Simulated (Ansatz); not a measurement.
# SiH4 with AsH3: superposition error and deformation, part 2 of 3

Ansatz 0.2.0, Gaussian basis. Earlier steps stand in the parts before.

### 13 CCSD(T)/def2-TZVPPD

The inputs:

a/in.yaml

```yaml
crystal:
  periodic: [false, false, false]
  atoms:
    - {symbol: Si, position_ang: [-0.029998, 0.066998, -1.773703]}
    - {symbol: H, position_ang: [-0.926359, 1.167753, -1.339193]}
    - {symbol: H, position_ang: [-0.410804, -1.185813, -1.072144]}
    - {symbol: H, position_ang: [1.375160, 0.411013, -1.440561]}
    - {symbol: H, position_ang: [-0.159060, -0.129744, -3.239993]}
basis:
  gaussian: {orbitals: "def2-TZVPPD.json"}
correlation: {method: ccsd_t}
```

b/in.yaml

```yaml
crystal:
  periodic: [false, false, false]
  atoms:
    - {symbol: As, position_ang: [-0.119270, -0.694166, 2.293325]}
    - {symbol: H, position_ang: [0.184877, 0.254762, 3.443728]}
    - {symbol: H, position_ang: [1.100219, -0.222317, 1.514552]}
    - {symbol: H, position_ang: [-1.014667, 0.331513, 1.613891]}
basis:
  gaussian: {orbitals: "def2-TZVPPD.json"}
correlation: {method: ccsd_t}
```

One command serves all of them, each in its own folder.

The run is started by

```sh
ansatz run in.yaml --threads 4 --pin off --events-out ev --progress --plain --max-ram 9574MiB
```

Output in a, cut to the lines that bear on the results:

```text
Functional definition: HF
  name "HF"
  cite "Fock, Z. Phys. 61, 126 (1930) doi:10.1007/BF01340294"
  parent pbe
[...]
630 factors; integrals over basis functions are off by at most 7.5e-4 eV
[...]
mean field -7925.54750369 eV, -291.2584986314 hartree, gradient 5.7e-7 eV, S^2 0.000000; 0 other end points of the search recorded, 0 dependent functions left out
5 core orbitals not correlated: weight in the atoms' cores, before any rotation towards them, 1.000 or more for the frozen orbitals, at most 0.000 for the correlated occupied ones
reference -7925.54750369 eV, -291.2584986314 hartree; 4, 4 occupied and 107, 107 virtual orbitals, 630 factors
second order -3.92028547 eV of doubles, -0.00000000 eV of singles
cycle   1  -4.50945527 eV  change   -5.9e-1 eV  update   5.5e-2
[...]
cycle   8  -4.73155364 eV  change   -3.6e-6 eV  update   5.2e-6
perturbative correction -0.10622347 eV, -0.0039036404 hartree
Total energy: -7930.38528079 eV, -291.4362836609 hartree
```

Output in b, cut to the lines that bear on the results:

```text
[... 4 set-up lines as earlier in the session ...]
[...]
602 factors; integrals over basis functions are off by at most 5.1e-4 eV
[...]
mean field -60842.79946852 eV, -2235.9316397373 hartree, gradient 2.8e-6 eV, S^2 0.000000; 0 other end points of the search recorded, 0 dependent functions left out
9 core orbitals not correlated: weight in the atoms' cores, before any rotation towards them, 1.000 or more for the frozen orbitals, at most 0.000 for the correlated occupied ones
reference -60842.79946852 eV, -2235.9316397373 hartree; 9, 9 occupied and 87, 87 virtual orbitals, 602 factors
second order -7.86324158 eV of doubles, -0.00000000 eV of singles
cycle   1  -8.03527169 eV  change   -1.7e-1 eV  update   6.8e-2
[...]
cycle   8  -8.34665418 eV  change   -1.6e-5 eV  update   1.8e-5
perturbative correction -0.26809297 eV, -0.0098522350 hartree
Total energy: -60851.41421567 eV, -2236.2482258557 hartree
```

Wall times: 1.1 s (a), 1.8 s (b) on 4 threads of Arm Neoverse V1, shared host.

### 14 Relaxing SiH4 alone

File relax-a/in.yaml:

```yaml
crystal:
  periodic: [false, false, false]
  atoms:
    - {symbol: Si, position_ang: [-0.029998, 0.066998, -1.773703]}
    - {symbol: H, position_ang: [-0.926359, 1.167753, -1.339193]}
    - {symbol: H, position_ang: [-0.410804, -1.185813, -1.072144]}
    - {symbol: H, position_ang: [1.375160, 0.411013, -1.440561]}
    - {symbol: H, position_ang: [-0.159060, -0.129744, -3.239993]}
basis:
  gaussian: {orbitals: def2-TZVP}
hamiltonian: {xc: pbe0, dispersion: d4}
relax: {f_tol: 0.005, max_steps: 200}
```

The run is started by

```sh
ansatz run in.yaml --threads 4 --pin off --events-out ev --progress --plain --max-ram 9574MiB
```

Output, cut to the lines that bear on the results:

```text
[... 5 set-up lines as earlier in the session ...]
[...]
444 factors; their error is unknown
[...]
mean field -7939.08538131 eV, -291.7560064578 hartree, gradient 4.1e-5 eV, S^2 0.000000; 0 other end points of the search recorded, 0 dependent functions left out
[...]
Atom 1 at    -0.926054     1.167919    -1.340069 Å, force    -0.000933     0.000423     0.001202 eV/Å
Atom 2 at    -0.411100    -1.186447    -1.071869 Å, force     0.001371     0.004116    -0.002097 eV/Å
Atom 3 at     1.375089     0.411489    -1.441337 Å, force     0.001171    -0.000338     0.001081 eV/Å
Atom 4 at    -0.158789    -0.128727    -3.239333 Å, force    -0.000112    -0.000798     0.001021 eV/Å
Dipole moment:     0.000011    -0.000055     0.000136 e Å
```

Run time: 0.7 s. Hardware: 4 threads of Arm Neoverse V1, shared host.

Step by step:

| step | energy from step 1 (eV) | largest force component (eV/Å) |
| --- | --- | --- |
| 1 | 0.0000 | 0.0244 |
| 2 | 0.0000 | 0.0041 |

Distances of close pairs at the start and the end, largest changes first:

| bond | before (Å) | after (Å) | change (Å) |
| --- | --- | --- | --- |
| Si1–H3 | 1.486 | 1.485 | -0.001 |
| Si1–H5 | 1.485 | 1.485 | -0.000 |
| Si1–H4 | 1.485 | 1.485 | +0.000 |
| Si1–H2 | 1.485 | 1.485 | +0.000 |

### 15 Relaxing AsH3 alone

File relax-b/in.yaml:

```yaml
crystal:
  periodic: [false, false, false]
  atoms:
    - {symbol: As, position_ang: [-0.119270, -0.694166, 2.293325]}
    - {symbol: H, position_ang: [0.184877, 0.254762, 3.443728]}
    - {symbol: H, position_ang: [1.100219, -0.222317, 1.514552]}
    - {symbol: H, position_ang: [-1.014667, 0.331513, 1.613891]}
basis:
  gaussian: {orbitals: def2-TZVP}
hamiltonian: {xc: pbe0, dispersion: d4}
relax: {f_tol: 0.005, max_steps: 200}
```

The run is started by

```sh
ansatz run in.yaml --threads 4 --pin off --events-out ev --progress --plain --max-ram 9574MiB
```

Output, cut to the lines that bear on the results:

```text
[... 5 set-up lines as earlier in the session ...]
[...]
555 factors; their error is unknown
[...]
mean field -60882.34396546 eV, -2237.3848731956 hartree, gradient 5.8e-6 eV, S^2 0.000000; 0 other end points of the search recorded, 0 dependent functions left out
[...]
Total energy: -60882.37107222 eV, -2237.3858693507 hartree
Atom 0 at    -0.118503    -0.693682     2.293235 Å, force    -0.001301    -0.000391     0.000690 eV/Å
Atom 1 at     0.183799     0.254851     3.444144 Å, force     0.002169    -0.000768    -0.001823 eV/Å
Atom 2 at     1.100709    -0.223045     1.513646 Å, force    -0.001472     0.001539     0.002269 eV/Å
Atom 3 at    -1.014846     0.331668     1.614471 Å, force     0.000604    -0.000379    -0.001136 eV/Å
Dipole moment:     0.017587     0.068430    -0.008628 e Å
```

Run time: 1.1 s. Hardware: 4 threads of Arm Neoverse V1, shared host.

Step by step:

| step | energy from step 1 (eV) | largest force component (eV/Å) |
| --- | --- | --- |
| 1 | 0.0000 | 0.0089 |
| 2 | 0.0000 | 0.0023 |

Close pairs (by a distance rule), those that changed most:

| bond | before (Å) | after (Å) | change (Å) |
| --- | --- | --- | --- |
| As1–H2 | 1.522 | 1.522 | -0.000 |
| As1–H3 | 1.522 | 1.522 | -0.000 |
| As1–H4 | 1.522 | 1.522 | +0.000 |

### 16 PBE-D4/def2-TZVPPD

File free-a/in.yaml:

```yaml
crystal:
  periodic: [false, false, false]
  atoms:
    - {symbol: Si, position_ang: [-0.030207, 0.065973, -1.772986]}
    - {symbol: H, position_ang: [-0.926054, 1.167919, -1.340069]}
    - {symbol: H, position_ang: [-0.411100, -1.186447, -1.071869]}
    - {symbol: H, position_ang: [1.375089, 0.411489, -1.441337]}
    - {symbol: H, position_ang: [-0.158789, -0.128727, -3.239333]}
basis:
  gaussian: {orbitals: "def2-TZVPPD.json"}
hamiltonian: {xc: pbe, dispersion: d4}
```

File free-b/in.yaml:

```yaml
crystal:
  periodic: [false, false, false]
  atoms:
    - {symbol: As, position_ang: [-0.118503, -0.693682, 2.293235]}
    - {symbol: H, position_ang: [0.183799, 0.254851, 3.444144]}
    - {symbol: H, position_ang: [1.100709, -0.223045, 1.513646]}
    - {symbol: H, position_ang: [-1.014846, 0.331668, 1.614471]}
basis:
  gaussian: {orbitals: "def2-TZVPPD.json"}
hamiltonian: {xc: pbe, dispersion: d4}
```

The same command starts each run, in its folder.

The run is started by

```sh
ansatz run in.yaml --threads 4 --pin off --events-out ev --progress --plain --max-ram 9574MiB
```

free-a printed, cut to the lines that bear on the results:

```text
[... 4 set-up lines as earlier in the session ...]
[...]
541 factors; their error is unknown
[...]
mean field -7938.15594841 eV, -291.7218504288 hartree, gradient 3.2e-5 eV, S^2 0.000000; 0 other end points of the search recorded, 0 dependent functions left out
reference -7938.15598280 eV, -291.7218516926 hartree; 9, 9 occupied and 107, 107 virtual orbitals, 541 factors
Total energy: -7938.19832374 eV, -291.7234076934 hartree
```

Output in free-b, cut to the lines that bear on the results:

```text
[... 4 set-up lines as earlier in the session ...]
[...]
584 factors; their error is unknown
[...]
mean field -60880.52068640 eV, -2237.3178689261 hartree, gradient 3.7e-5 eV, S^2 0.000000; 0 other end points of the search recorded, 0 dependent functions left out
reference -60880.52071588 eV, -2237.3178700095 hartree; 18, 18 occupied and 87, 87 virtual orbitals, 584 factors
Total energy: -60880.55393668 eV, -2237.3190908515 hartree
```

Times: 0.4 s (free-a), 0.35 s (free-b) on 4 threads of Arm Neoverse V1, shared host.

### 17 r2SCAN-D4/def2-TZVPPD

Each input of step 16 (free-a, free-b) changes in the same lines:

```diff
-hamiltonian: {xc: pbe, dispersion: d4}
+hamiltonian: {xc: r2scan, dispersion: d4}
```

The same command starts each run, in its folder.

The run is started by

```sh
ansatz run in.yaml --threads 4 --pin off --events-out ev --progress --plain --max-ram 9574MiB
```

free-a printed, cut to the lines that bear on the results:

```text
[... 5 set-up lines as earlier in the session ...]
[...]
541 factors; their error is unknown
[...]
mean field -7941.75978951 eV, -291.8542891464 hartree, gradient 3.2e-5 eV, S^2 0.000000; 0 other end points of the search recorded, 0 dependent functions left out
reference -7941.75979988 eV, -291.8542895274 hartree; 9, 9 occupied and 107, 107 virtual orbitals, 541 factors
Total energy: -7941.76936929 eV, -291.8546411969 hartree
```

free-b printed, cut to the lines that bear on the results:

```text
[... 5 set-up lines as earlier in the session ...]
[...]
584 factors; their error is unknown
[...]
mean field -60889.56851409 eV, -2237.6503704610 hartree, gradient 3.1e-5 eV, S^2 0.000000; 0 other end points of the search recorded, 0 dependent functions left out
reference -60889.56852227 eV, -2237.6503707615 hartree; 18, 18 occupied and 87, 87 virtual orbitals, 584 factors
Total energy: -60889.57576728 eV, -2237.6506370108 hartree
```

Wall times: 0.8 s (free-a), 0.9 s (free-b) on 4 threads of Arm Neoverse V1, shared host.

### 18 PBE0-D4/def2-TZVPPD

Each input of step 17 (free-a, free-b) changes in the same lines:

```diff
-hamiltonian: {xc: r2scan, dispersion: d4}
+hamiltonian: {xc: pbe0, dispersion: d4}
+output: {orbitals: {seedname: orbitals}}
```

One command serves all of them, each in its own folder.

The run is started by

```sh
ansatz run in.yaml --threads 4 --pin off --events-out ev --progress --plain --max-ram 9574MiB
```

Output in free-a, cut to the lines that bear on the results:

```text
[... 5 set-up lines as earlier in the session ...]
[...]
558 factors; their error is unknown
[...]
mean field -7939.10418125 eV, -291.7566973427 hartree, gradient 7.6e-5 eV, S^2 0.000000; 0 other end points of the search recorded, 0 dependent functions left out
reference -7939.10420719 eV, -291.7566982962 hartree; 9, 9 occupied and 107, 107 virtual orbitals, 558 factors
Total energy: -7939.13878868 eV, -291.7579691424 hartree
```

free-b printed, cut to the lines that bear on the results:

```text
[... 5 set-up lines as earlier in the session ...]
[...]
614 factors; their error is unknown
[...]
mean field -60882.37618884 eV, -2237.3860573829 hartree, gradient 3.7e-5 eV, S^2 0.000000; 0 other end points of the search recorded, 0 dependent functions left out
reference -60882.37621178 eV, -2237.3860582263 hartree; 18, 18 occupied and 87, 87 virtual orbitals, 614 factors
Total energy: -60882.40329272 eV, -2237.3870534323 hartree
```

They took 0.4 s (free-a), 0.45 s (free-b) on 4 threads of Arm Neoverse V1, shared host.

### 19 B3LYP-D4/def2-TZVPPD

The same edit goes into each in.yaml of step 18 (free-a, free-b):

```diff
-hamiltonian: {xc: pbe0, dispersion: d4}
-output: {orbitals: {seedname: orbitals}}
+hamiltonian: {xc: {name: B3LYP}, dispersion: d4}
```

The same command starts each run, in its folder.

The run is started by

```sh
ansatz run in.yaml --threads 4 --pin off --events-out ev --progress --plain --max-ram 9574MiB
```

Log of free-a, cut to the lines that bear on the results:

```text
[... 6 set-up lines as earlier in the session ...]
[...]
551 factors; their error is unknown
[...]
mean field -7943.47315850 eV, -291.9172542952 hartree, gradient 7.6e-6 eV, S^2 0.000000; 0 other end points of the search recorded, 0 dependent functions left out
reference -7943.47337108 eV, -291.9172621075 hartree; 9, 9 occupied and 107, 107 virtual orbitals, 551 factors
Total energy: -7943.54203669 eV, -291.9197855223 hartree
```

free-b printed, cut to the lines that bear on the results:

```text
[... 6 set-up lines as earlier in the session ...]
[...]
609 factors; their error is unknown
[...]
mean field -60891.23720915 eV, -2237.7116938732 hartree, gradient 4.0e-5 eV, S^2 0.000000; 0 other end points of the search recorded, 0 dependent functions left out
reference -60891.23740128 eV, -2237.7117009338 hartree; 18, 18 occupied and 87, 87 virtual orbitals, 609 factors
Total energy: -60891.29172060 eV, -2237.7136971323 hartree
```

They took 0.5 s (free-a), 0.55 s (free-b) on 4 threads of Arm Neoverse V1, shared host.

### 20 wB97X-V/def2-TZVPPD

Each input of step 19 (free-a, free-b) changes in the same lines:

```diff
-hamiltonian: {xc: {name: B3LYP}, dispersion: d4}
+hamiltonian: {xc: {name: wB97X-V}}
```

The same command starts each run, in its folder.

The run is started by

```sh
ansatz run in.yaml --threads 4 --pin off --events-out ev --progress --plain --max-ram 9574MiB
```

Output in free-a, cut to the lines that bear on the results:

```text
[... 5 set-up lines as earlier in the session ...]
[...]
      + integral(e_c_pw_opposite_spin*poly(b97_u_opposite, cos0, cos1)) + vv10(b, c)
551 factors; their error is unknown
174 factors; integrals over basis functions are off by at most 1.2e-5 eV
[...]
mean field -7941.38368755 eV, -291.8404676544 hartree, gradient 4.7e-6 eV, S^2 0.000000; 0 other end points of the search recorded, 0 dependent functions left out
reference -7941.38368583 eV, -291.8404675910 hartree; 9, 9 occupied and 107, 107 virtual orbitals, 551 factors
Total energy: -7941.38368583 eV, -291.8404675910 hartree
```

Output in free-b, cut to the lines that bear on the results:

```text
[... 5 set-up lines as earlier in the session ...]
[...]
      + integral(e_c_pw_opposite_spin*poly(b97_u_opposite, cos0, cos1)) + vv10(b, c)
602 factors; their error is unknown
155 factors; integrals over basis functions are off by at most 1.8e-5 eV
[...]
mean field -60884.23925793 eV, -2237.4545239095 hartree, gradient 3.6e-5 eV, S^2 0.000000; 0 other end points of the search recorded, 0 dependent functions left out
reference -60884.23925651 eV, -2237.4545238572 hartree; 18, 18 occupied and 87, 87 virtual orbitals, 602 factors
Total energy: -60884.23925651 eV, -2237.4545238572 hartree
```

They took 1.3 s (free-a), 1.3 s (free-b) on 4 threads of Arm Neoverse V1, shared host.

### 21 wB97M-V/def2-TZVPPD

The same edit goes into each in.yaml of step 20 (free-a, free-b):

```diff
-hamiltonian: {xc: {name: wB97X-V}}
+hamiltonian: {xc: {name: wB97M-V}}
```

Each run has its own folder and the same command.

The run is started by

```sh
ansatz run in.yaml --threads 4 --pin off --events-out ev --progress --plain --max-ram 9574MiB
```

Output in free-a, cut to the lines that bear on the results:

```text
[... 5 set-up lines as earlier in the session ...]
  # Of w^i u^j: cxij and so on, Table III.
[...]
  gx(w, u) = 1 - cx + cx01*u + cx10*w
[...]
      + integral(e_c_pw_mod_opposite_spin*gos(b97_w_opposite, b97_u_opposite)) + vv10(b, c)
546 factors; their error is unknown
174 factors; integrals over basis functions are off by at most 1.2e-5 eV
[...]
mean field -7941.54616460 eV, -291.8464385759 hartree, gradient 5.8e-6 eV, S^2 0.000000; 0 other end points of the search recorded, 0 dependent functions left out
reference -7941.54620740 eV, -291.8464401485 hartree; 9, 9 occupied and 107, 107 virtual orbitals, 546 factors
Total energy: -7941.54620740 eV, -291.8464401485 hartree
```

free-b printed, cut to the lines that bear on the results:

```text
[... 5 set-up lines as earlier in the session ...]
  # Of w^i u^j: cxij and so on, Table III.
[...]
  gx(w, u) = 1 - cx + cx01*u + cx10*w
[...]
      + integral(e_c_pw_mod_opposite_spin*gos(b97_w_opposite, b97_u_opposite)) + vv10(b, c)
595 factors; their error is unknown
155 factors; integrals over basis functions are off by at most 1.8e-5 eV
[...]
mean field -60886.06675482 eV, -2237.5216831813 hartree, gradient 3.7e-5 eV, S^2 0.000000; 0 other end points of the search recorded, 0 dependent functions left out
reference -60886.06678982 eV, -2237.5216844675 hartree; 18, 18 occupied and 87, 87 virtual orbitals, 595 factors
Total energy: -60886.06678982 eV, -2237.5216844675 hartree
```

Wall times: 1.3 s (free-a), 1.4 s (free-b) on 4 threads of Arm Neoverse V1, shared host.

### 22 B2PLYP/def2-TZVPPD

The same edit goes into each in.yaml of step 21 (free-a, free-b):

```diff
-hamiltonian: {xc: {name: wB97M-V}}
+hamiltonian: {xc: {name: B2PLYP}}
```

Each run has its own folder and the same command.

The run is started by

```sh
ansatz run in.yaml --threads 4 --pin off --events-out ev --progress --plain --max-ram 9574MiB
```

free-a printed, cut to the lines that bear on the results:

```text
[... 5 set-up lines as earlier in the session ...]
[...]
630 factors; integrals over basis functions are off by at most 7.5e-4 eV
[...]
mean field -7937.90005212 eV, -291.7124464134 hartree, gradient 2.7e-6 eV, S^2 0.000000; 0 other end points of the search recorded, 0 dependent functions left out
5 core orbitals not correlated: weight in the atoms' cores, before any rotation towards them, 1.000 or more for the frozen orbitals, at most 0.000 for the correlated occupied ones
reference -7937.90018836 eV, -291.7124514202 hartree; 4, 4 occupied and 107, 107 virtual orbitals, 630 factors
second order -4.79973455 eV of doubles, -0.00000000 eV of singles
Total energy: -7939.19611669 eV, -291.7600759078 hartree
```

Output in free-b, cut to the lines that bear on the results:

```text
[... 5 set-up lines as earlier in the session ...]
[...]
602 factors; integrals over basis functions are off by at most 5.1e-4 eV
[...]
mean field -60877.06319018 eV, -2237.1908082835 hartree, gradient 9.6e-6 eV, S^2 0.000000; 0 other end points of the search recorded, 0 dependent functions left out
9 core orbitals not correlated: weight in the atoms' cores, before any rotation towards them, 1.000 or more for the frozen orbitals, at most 0.000 for the correlated occupied ones
reference -60877.06331517 eV, -2237.1908128769 hartree; 9, 9 occupied and 87, 87 virtual orbitals, 602 factors
second order -9.50593614 eV of doubles, -0.00000000 eV of singles
Total energy: -60879.62991793 eV, -2237.2851337885 hartree
```

Wall times: 0.65 s (free-a), 0.75 s (free-b) on 4 threads of Arm Neoverse V1, shared host.

### 23 BLYP-D4/def2-TZVPPD

The same edit goes into each in.yaml of step 22 (free-a, free-b):

```diff
-hamiltonian: {xc: {name: B2PLYP}}
+hamiltonian: {xc: {name: BLYP}, dispersion: d4}
```

One command serves all of them, each in its own folder.

The run is started by

```sh
ansatz run in.yaml --threads 4 --pin off --events-out ev --progress --plain --max-ram 9574MiB
```

Output in free-a, cut to the lines that bear on the results:

```text
[... 4 set-up lines as earlier in the session ...]
[...]
541 factors; their error is unknown
[...]
mean field -7942.32723826 eV, -291.8751425035 hartree, gradient 5.5e-5 eV, S^2 0.000000; 0 other end points of the search recorded, 0 dependent functions left out
reference -7942.32752280 eV, -291.8751529599 hartree; 9, 9 occupied and 107, 107 virtual orbitals, 541 factors
Total energy: -7942.42593733 eV, -291.8787696271 hartree
```

free-b printed, cut to the lines that bear on the results:

```text
[... 4 set-up lines as earlier in the session ...]
[...]
584 factors; their error is unknown
[...]
mean field -60891.03214032 eV, -2237.7041577329 hartree, gradient 2.0e-5 eV, S^2 0.000000; 0 other end points of the search recorded, 0 dependent functions left out
reference -60891.03238893 eV, -2237.7041668692 hartree; 18, 18 occupied and 87, 87 virtual orbitals, 584 factors
Total energy: -60891.11004598 eV, -2237.7070207129 hartree
```

They took 0.45 s (free-a), 0.5 s (free-b) on 4 threads of Arm Neoverse V1, shared host.

### 24 revPBE-D4/def2-TZVPPD

The same edit goes into each in.yaml of step 23 (free-a, free-b):

```diff
-hamiltonian: {xc: {name: BLYP}, dispersion: d4}
+hamiltonian: {xc: {name: revPBE}, dispersion: d4}
```

The same command starts each run, in its folder.

The run is started by

```sh
ansatz run in.yaml --threads 4 --pin off --events-out ev --progress --plain --max-ram 9574MiB
```

Output in free-a, cut to the lines that bear on the results:

```text
[... 4 set-up lines as earlier in the session ...]
[...]
541 factors; their error is unknown
[...]
mean field -7940.97634686 eV, -291.8254981598 hartree, gradient 4.3e-5 eV, S^2 0.000000; 0 other end points of the search recorded, 0 dependent functions left out
reference -7940.97639040 eV, -291.8254997602 hartree; 9, 9 occupied and 107, 107 virtual orbitals, 541 factors
Total energy: -7941.13076691 eV, -291.8311729922 hartree
```

Log of free-b, cut to the lines that bear on the results:

```text
[... 4 set-up lines as earlier in the session ...]
[...]
584 factors; their error is unknown
[...]
mean field -60885.10028730 eV, -2237.4861661549 hartree, gradient 1.3e-5 eV, S^2 0.000000; 0 other end points of the search recorded, 0 dependent functions left out
reference -60885.10032368 eV, -2237.4861674919 hartree; 18, 18 occupied and 87, 87 virtual orbitals, 584 factors
Total energy: -60885.22159225 eV, -2237.4906240299 hartree
```

Times: 0.4 s (free-a), 0.4 s (free-b) on 4 threads of Arm Neoverse V1, shared host.

(Part 2 of 3 ends here.)
